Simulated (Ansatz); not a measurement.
# Si16B: the cost of one run

Program: Ansatz 0.2.0. Level of theory: DFT PBEsol, plane waves, PAW, scalar-relativistic, collinear spin. These are calculated values, not measurements.

## 1. The system as given

The cell holds 17 atoms (BSi16): a = 7.679 Å, b = 7.679 Å, c = 7.679 Å, α = 60.00°, β = 60.00°, γ = 60.00°.

The coordinates stand in the first input below.

## 2. Relaxing end A

File input.yaml:

```yaml
crystal:
  lattice:
    - [0.0, 5.43, 5.43]
    - [5.43, 0.0, 5.43]
    - [5.43, 5.43, 0.0]
  atoms:
    - { symbol: Si, position: [0.0, 0.0, 0.0] }
    - { symbol: Si, position: [0.125, 0.125, 0.125] }
    - { symbol: Si, position: [0.0, 0.0, 0.5] }
    - { symbol: Si, position: [0.125, 0.125, 0.625] }
    - { symbol: Si, position: [0.0, 0.5, 0.0] }
    - { symbol: Si, position: [0.125, 0.625, 0.125] }
    - { symbol: Si, position: [0.0, 0.5, 0.5] }
    - { symbol: Si, position: [0.125, 0.625, 0.625] }
    - { symbol: Si, position: [0.5, 0.0, 0.0] }
    - { symbol: Si, position: [0.625, 0.125, 0.125] }
    - { symbol: Si, position: [0.5, 0.0, 0.5] }
    - { symbol: Si, position: [0.625, 0.125, 0.625] }
    - { symbol: Si, position: [0.5, 0.5, 0.0] }
    - { symbol: Si, position: [0.625, 0.625, 0.125] }
    - { symbol: Si, position: [0.5, 0.5, 0.5] }
    - { symbol: Si, position: [0.625, 0.625, 0.625] }
    - { symbol: B, position: [0.8131008, 0.3168336, 0.8122438], spin: 1.0 }
magnetization:
  spin_polarized: true
basis:
  ecutwfc: 420.0
kpoints:
  mp_grid: { grid: [2, 2, 2] }
hamiltonian:
  xc: pbesol
  pseudopotentials: { kind: paw, azcp: { folder: soft_1 } }
scf:
  occupations: { method: fermi_dirac, width: 0.05 }
  lower_state_search: "off"
relax:
  f_tol: 0.03
  max_steps: 60
  adjacent_minimum: "off"
```

The run is started by

```console
ansatz run input.yaml --threads 2 --pin off --max-ram 5120MiB --backend cpu --events-out ev --progress --plain --runs-dir out
```

What time and memory should one allow on 2 threads of AMD EPYC 7B13 (Zen 3), shared host?

About 22 s, with a peak of 0.73 GiB.
